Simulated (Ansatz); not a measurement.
# C2H11AlOSi2: the cost of one run

Method: RKS r2SCAN/STO-3G, in Ansatz 0.2.0.

## 1. The starting structure

Bond lengths (14 of 16 bonds, heavy atoms first): C1–Si2 1.890 Å, Si2–C3 1.862 Å, Si2–O4 1.775 Å, Si2–Al5 2.357 Å, Al5–Si6 2.382 Å, C1–H7 1.068 Å, C1–H8 1.080 Å, C1–H9 1.184 Å, C3–H10 1.091 Å, C3–H11 1.084 Å, C3–H12 1.160 Å, O4–H13 0.994 Å, Al5–H14 1.569 Å, Si6–H15 1.439 Å. Angles (14 of 28 angles, heavy atoms first): C1–Si2–C3 108.4°, C1–Si2–O4 109.2°, C1–Si2–Al5 111.1°, C3–Si2–O4 108.8°, C3–Si2–Al5 108.1°, O4–Si2–Al5 111.1°, Si2–Al5–Si6 118.7°, Si2–C1–H7 110.4°, Si2–C1–H8 106.6°, Si2–C1–H9 106.5°, Si2–C3–H10 109.3°, Si2–C3–H11 109.7°, Si2–C3–H12 107.4°, Si2–O4–H13 100.6°.

Its coordinates follow in the input file.

## 2. End point A

input.yaml reads:

```yaml
crystal:
  periodic: [false, false, false]
  atoms:
    - { symbol: C, position_ang: [0.4315, -1.5263, 1.3304] }
    - { symbol: Si, position_ang: [0.8304, -0.3101, -0.0608] }
    - { symbol: C, position_ang: [1.6109, -1.2546, -1.4629] }
    - { symbol: O, position_ang: [1.9919, 0.8936, 0.533] }
    - { symbol: Al, position_ang: [-1.1259, 0.7244, -0.8717] }
    - { symbol: Si, position_ang: [-2.4491, 2.0108, 0.6336] }
    - { symbol: H, position_ang: [1.3279, -1.9703, 1.705] }
    - { symbol: H, position_ang: [-0.2777, -2.2347, 0.9271] }
    - { symbol: H, position_ang: [-0.1006, -0.8993, 2.1816] }
    - { symbol: H, position_ang: [1.907, -0.5567, -2.2471] }
    - { symbol: H, position_ang: [0.9317, -2.0269, -1.8067] }
    - { symbol: H, position_ang: [2.5841, -1.7387, -1.0565] }
    - { symbol: H, position_ang: [2.0509, 1.4965, -0.2557] }
    - { symbol: H, position_ang: [-1.5881, 0.5794, -2.3642] }
    - { symbol: H, position_ang: [-2.5396, 3.3668, 0.1597] }
    - { symbol: H, position_ang: [-3.7896, 1.4451, 0.7293] }
    - { symbol: H, position_ang: [-1.8148, 2.0004, 1.9662] }
basis:
  gaussian: { orbitals: STO-3G }
hamiltonian:
  xc: r2scan
relax:
  f_tol: 0.02
  max_steps: 50
```

Started as:

```sh
ansatz run input.yaml --threads 1 --pin off --max-ram 2048MiB --backend cpu --events-out ev --progress --plain --runs-dir out
```

Q: Estimate wall time and peak memory on 1 thread of Arm Neoverse N1, shared host.

About 2.1 min, with a peak of 0.2 GiB.
